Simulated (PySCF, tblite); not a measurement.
# C₃H₅BFSe radical: geometry, infrared bands and EPR parameters

What infrared bands and EPR parameters should C₃H₅BFSe radical (`B[C@H]1C[C](F)[Se]1`) show?

Computed with tblite 0.8.0 and PySCF 2.14.0, with density-fitted response routines of our own, on a single molecule in the gas phase. Atoms are numbered from 0 throughout.

### Step 1. Starting geometry

11 atoms, charge 0, multiplicity 2; geometry from: force field or distance geometry start.

Bonds of the start (Å): B0–C1 1.61, C1–C2 1.52, C2–C3 1.53, C3–F4 1.37, C3–Se5 1.94, Se5–C1 1.94, B0–H6 1.18, B0–H7 1.17, C1–H8 1.10, C2–H9 1.11, C2–H10 1.12.

### Step 2. Geometry optimisation with GFN2-xTB

What the job is given:

```
{"job": {"kind": "relax", "xc": "GFN2-xTB", "basis": "xTB"}, "charge": 0, "multiplicity": 2}
B      1.657200    -0.493900     0.531500
C      0.504800     0.237600    -0.326900
C     -0.843500    -0.452900    -0.233600
C     -1.593100     0.714700     0.410900
F     -2.520000     1.246400    -0.447000
Se    -0.052700     1.887200     0.529900
H      1.478700    -0.725700     1.673600
H      2.675600    -0.784600     0.022700
H      0.830300     0.405400    -1.366700
H     -0.876500    -1.344300     0.428600
H     -1.255400    -0.687200    -1.249000
```

The run is started by

```
$ OMP_NUM_THREADS=1 python probes_run.py task.json out
```

This one command runs all jobs of the session in turn.

Standard output:

```text
step      E/eV     max force
  0    -489.73034    2.481
  1    -489.86802    1.189
  2    -489.94428    0.606
  3    -489.97165    0.472
  4    -489.99335    0.298
  5    -490.00352    0.299
  6    -490.01488    0.269
  7    -490.02184    0.204
  8    -490.02696    0.190
  9    -490.03238    0.271
 10    -490.03861    0.273
 11    -490.04318    0.165
 12    -490.04573    0.142
 13    -490.04749    0.131
 14    -490.04963    0.172
 15    -490.05232    0.182
 16    -490.05526    0.197
 17    -490.05838    0.196
 18    -490.06227    0.180
 19    -490.06746    0.286
 20    -490.07348    0.314
 21    -490.07895    0.215
 22    -490.08330    0.175
 23    -490.08792    0.209
 24    -490.09447    0.249
 25    -490.10239    0.297
 26    -490.11006    0.240
 27    -490.11672    0.210
 28    -490.11889    0.338
 29    -490.12588    0.254
 30    -490.13124    0.269
 31    -490.14650    0.336
 32    -490.15038    0.267
 33    -490.15934    0.326
 34    -490.16450    0.253
 35    -490.17216    0.366
 36    -490.17950    0.250
 37    -490.18616    0.237
 38    -490.19421    0.293
 39    -490.20659    0.369
 40    -490.21606    0.302
 41    -490.22222    0.188
 42    -490.22552    0.198
 43    -490.22954    0.196
 44    -490.23613    0.206
 45    -490.24277    0.126
 46    -490.24422    0.155
 47    -490.24544    0.142
 48    -490.24658    0.129
 49    -490.24948    0.128
 50    -490.25321    0.181
 51    -490.25714    0.180
 52    -490.25949    0.135
 53    -490.26061    0.074
 54    -490.26138    0.061
 55    -490.26234    0.076
 56    -490.26304    0.071
 57    -490.26341    0.048
 58    -490.26364    0.037
 59    -490.26392    0.043
 60    -490.26427    0.050
 61    -490.26468    0.058
 62    -490.26508    0.052
 63    -490.26545    0.057
 64    -490.26584    0.060
 65    -490.26632    0.064
 66    -490.26684    0.052
 67    -490.26721    0.037
 68    -490.26736    0.021
 69    -490.26739    0.015
 70    -490.26742    0.013
 71    -490.26744    0.010
 72    -490.26747    0.012
 73    -490.26748    0.007
```

Wall time 0.37 s (1 thread of Arm Neoverse V1, shared host).

Relaxation path: (not every step is listed)

```tsv
step	energy from step 0 (eV)	largest force (eV/Å)
0	0.0000	2.4809
1	-0.1377	1.1888
2	-0.2139	0.6064
3	-0.2413	0.4718
4	-0.2630	0.2978
5	-0.2732	0.2987
6	-0.2845	0.2689
7	-0.2915	0.2036
8	-0.2966	0.1897
14	-0.3193	0.1716
20	-0.3431	0.3144
26	-0.3797	0.2400
32	-0.4200	0.2674
38	-0.4639	0.2932
44	-0.5058	0.2059
50	-0.5229	0.1809
56	-0.5327	0.0709
62	-0.5347	0.0520
68	-0.5370	0.0206
69	-0.5370	0.0149
70	-0.5371	0.0132
71	-0.5371	0.0105
72	-0.5371	0.0124
73	-0.5371	0.0073
```

Close pairs (by a distance rule), those that changed most:

```tsv
bond	before (Å)	after (Å)	change (Å)
B0–Se5	2.931	2.299	-0.632
C1–Se5	1.941	2.043	+0.102
B0–C1	1.612	1.549	-0.063
C2–C3	1.530	1.498	-0.032
C2–H10	1.121	1.095	-0.026
C3–F4	1.370	1.345	-0.025
C2–H9	1.111	1.093	-0.018
C3–Se5	1.940	1.921	-0.018
```

The final coordinates are the input of the step that follows.

### Step 3. Infrared spectrum with GFN2-xTB

What the job is given:

```
{"job": {"kind": "ir", "xc": "GFN2-xTB", "basis": "xTB"}, "charge": 0, "multiplicity": 2}
B      1.519804    -0.241190     0.648408
C      0.568349    -0.150083    -0.570870
C     -0.906823    -0.505458    -0.427071
C     -1.243338     0.637025     0.481772
F     -2.443753     1.232862     0.364682
Se     0.344237     1.698078     0.270086
H      1.133477    -0.687016     1.658154
H      2.649991     0.024785     0.491615
H      0.925475    -0.060736    -1.593547
H     -1.079091    -1.487491     0.019864
H     -1.462905    -0.458106    -1.369057
```

Standard output:

```text
mode    cm-1     km/mol
  1      99.3      2.19
  2     169.4     14.93
  3     258.6      2.87
  4     290.3      2.88
  5     363.7      1.85
  6     373.2      3.21
  7     564.3      3.54
  8     600.9      3.09
  9     618.2      3.37
 10     791.2     10.95
 11     838.5    134.84
 12     880.7      7.91
 13     928.3      0.47
 14     960.8     41.57
 15    1027.6    102.71
 16    1083.6      1.03
 17    1098.5     35.23
 18    1155.4    153.00
 19    1171.0     29.56
 20    1239.5     57.18
 21    1264.5     57.75
 22    1452.5      7.56
 23    2621.1     82.31
 24    2665.3     92.40
 25    2920.7     13.96
 26    2961.5     15.93
 27    2996.9     23.78
```

Run time: 0.26 s. Hardware: 1 thread of Arm Neoverse V1, shared host.

The strongest bands and the atoms that carry them (share of the mass-weighted mode):

```tsv
cm⁻¹	km/mol	atoms
838	134.8	H6 42 %, H7 38 %, B0 17 %
961	41.6	C2 20 %, H10 19 %, H9 16 %, C3 14 %
1028	102.7	C3 26 %, C2 18 %, H8 12 %, C1 12 %
1155	153.0	C3 37 %, F4 12 %, H7 11 %
1240	57.2	C2 32 %, H9 23 %, H10 14 %, C1 12 %
1264	57.8	C1 32 %, H8 24 %, H10 12 %, C2 10 %
2621	82.3	H7 67 %, H6 29 %
2665	92.4	H6 63 %, H7 25 %, B0 11 %
```

### Step 4. g tensor and hyperfine couplings: B3LYP/def2-TZVP-core+pcH-1

Settings changed since step 3:

```diff
@@ -1,2 +1,2 @@
-{"job": {"kind": "ir", "xc": "GFN2-xTB", "basis": "xTB"}, "charge": 0, "multiplicity": 2}
+{"job": {"kind": "epr", "basis": "pcH-1"}, "charge": 0, "multiplicity": 2}
 B      1.519804    -0.241190     0.648408
```

Level: UKS B3LYP, def2-TZVP-core on Se, pcH-1 on B C F H, non-relativistic, mean-field spin-orbit, GIAO.

Standard output:

```text
UKS, coarse grid
  cycle   1  E = -2643.44839277  |g| = 1.51e+00
  cycle   2  E = -2643.35515100  |g| = 8.85e-01
  cycle   3  E = -2643.43196451  |g| = 5.76e-01
  cycle   4  E = -2643.54234000  |g| = 1.02e-01
  cycle   5  E = -2643.54699813  |g| = 4.12e-02
  cycle   6  E = -2643.54779629  |g| = 1.52e-02
  cycle   7  E = -2643.54786953  |g| = 3.21e-03
  cycle   8  E = -2643.54787467  |g| = 1.13e-03
  cycle   9  E = -2643.54787673  |g| = 4.98e-04
UKS, final grid
  cycle   1  E = -2643.54786383  |g| = 7.25e-04
  cycle   2  E = -2643.54786340  |g| = 1.24e-03
  cycle   3  E = -2643.54786411  |g| = 7.17e-05
  cycle   4  E = -2643.54786411  |g| = 5.84e-05
  cycle   5  E = -2643.54786411  |g| = 2.56e-05
E = -2643.54786411 Eh   <S^2> = 0.7545 (exact 0.7500)
g shifts (ppm)      1          2          3
  rmc          -216       -216       -216
  gc             21         28         10
  oz_so       -2173       1768      30508
  total       -2368       1582      30304
hyperfine (MHz)  atom isotope    a_iso     a_fc   dipolar eigenvalues
    0   11B      -0.29      -0.27     -1.00     -0.69      1.68
    1   13C      -0.61      -0.92     -2.74     -1.03      3.78
    2   13C       2.21       2.12     -5.39     -2.96      8.35
    3   13C     345.77     343.99    -74.69    -69.92    144.61
    4   19F     200.29     191.78   -218.42   -190.95    409.36
    5  77Se      19.35      28.26    -97.33    -63.20    160.53
    6    1H      -0.89      -0.90     -3.27     -2.06      5.33
    7    1H       1.92       1.89     -1.28     -1.16      2.44
    8    1H      11.86      11.88     -1.72     -1.62      3.34
    9    1H      59.02      59.01     -6.32     -4.93     11.25
   10    1H      62.77      62.75     -4.90     -2.10      7.01
```

It took 2.4 min on 1 thread of Arm Neoverse V1, shared host; peak memory 1.1 GiB.

Principal g values 1.99995, 2.00390, 2.03262; g(iso) = 2.01216, against 2.00232 for a free electron.

Mean a(iso) over the nuclei that a row names, and the largest dipolar term of the row (other rows stand at the frozen geometry):

```tsv
nuclei	isotope	a(iso) (MHz)	a(iso) (G, at g = 2.0023)	largest dipolar term (MHz)
C3	13C	345.8	123.4	144.6
F4	19F	200.3	71.5	409.4
H10	1H	62.8	22.4	7.0
H9	1H	59.0	21.1	11.3
Se5	77Se	19.3	6.9	160.5
H8	1H	11.9	4.2	3.3
C2	13C	2.2	0.8	8.3
C1	13C	-0.6	-0.2	3.8
H6, H7	1H	0.5	0.2	5.3
B0	11B	-0.3	-0.1	1.7
```

Mulliken spin populations:

```tsv
atom	value (e)
B0	0.00
C1	0.00
C2	-0.04
C3	0.80
F4	0.06
Se5	0.11
H6	0.00
H7	0.00
H8	0.00
H9	0.02
H10	0.04
```

In first order the couplings over 0.8 MHz of 19F, 1H give 16 distinct lines over 119.2 G, if the averaged nuclei exchange fast; the same motion can average rows kept apart here too.

Orbitals, density, ELF and potential are computed afterwards from the orbital file.

ELF in a plane through or near 5 of the atoms.

Ten even steps from '0' (0.00) to '9' (1.00):
```
0000000000000000000000000000
0000000000001000000000000000
0000000000344210000000000000
0000000001566420000121000000
0000000002688642002664100000
0000000002688655424887310000
0000234212577568647368510000
0002899862465457117778520000
0005999992244225224677410000
0007999991276324883123100000
0006999993894576564000000000
0003999865882497389850000000
0001688534773587799983000000
0000011001454433899994000000
0000000000122101589982000000
0000000000000000136520000000
0000000000000000000000000000
0000000000000000000000000000
0000000000000000000000000000
0000000000000000000000000000
```
The map spans 10.6 Å across and 7.9 Å up, centred on the molecule. Atoms in the plane (x, y in Å): C1 (-0.5, -0.6), C3 (1.2, 0.9), F4 (2.4, 1.3), H7 (-2.7, 0.1), H10 (1.7, -1.2).

On the surface of density 0.002 e/bohr³ the electrostatic potential runs, from the 1st to the 99th percentile, from -0.57 V near F4 to 1.10 V near H8.

The spin density lies nearest to C3 65 %; Se5 15 %; F4 9 %.

### Step 5. Outcome

| quantity | value |
| --- | --- |
| strongest single infrared mode (GFN2-xTB) | 1155 cm⁻¹, 153 km/mol |
| zero-point energy (GFN2-xTB) | 44.9 kcal/mol |
| g(iso) (B3LYP) | 2.01216 |
| ⟨S²⟩ | 0.754 (exact 0.75) |
| largest a(iso) (averaged by class) | 13C on C3, 345.8 MHz |
| potential on the surface of density 0.002 e/bohr³, 1st and 99th percentile | -0.57 V and 1.10 V |

In words: Over 73 steps the energy fell by 0.537 eV; of the close pairs, B0–Se5 changed most, 2.931 to 2.299 Å. The frame itself reshapes: B0···Se5 goes from 2.93 to 2.30 Å. All 27 modes are real, so the xTB geometry is a minimum. The strongest single mode, at 1155 cm⁻¹, has its largest shares on C3, F4 and H7 (the list is cut at 3 atoms). GFN2-xTB is a fitted tight-binding method: band positions and strengths are rough. Its intensities can rank the bands wrongly. C3 carries the largest spin population, 0.80 e. The isotropic g lies 9.8 ppt above the free-electron value. The hyperfine terms hold no scalar relativity, which the heavier nuclei need. These values are for one conformer; the search (at its own cheap level) found 2 more, at 0.00, 3.62 kcal/mol (those within 0.05 may be mirror or relabelled copies), and measured spectra average over such forms.
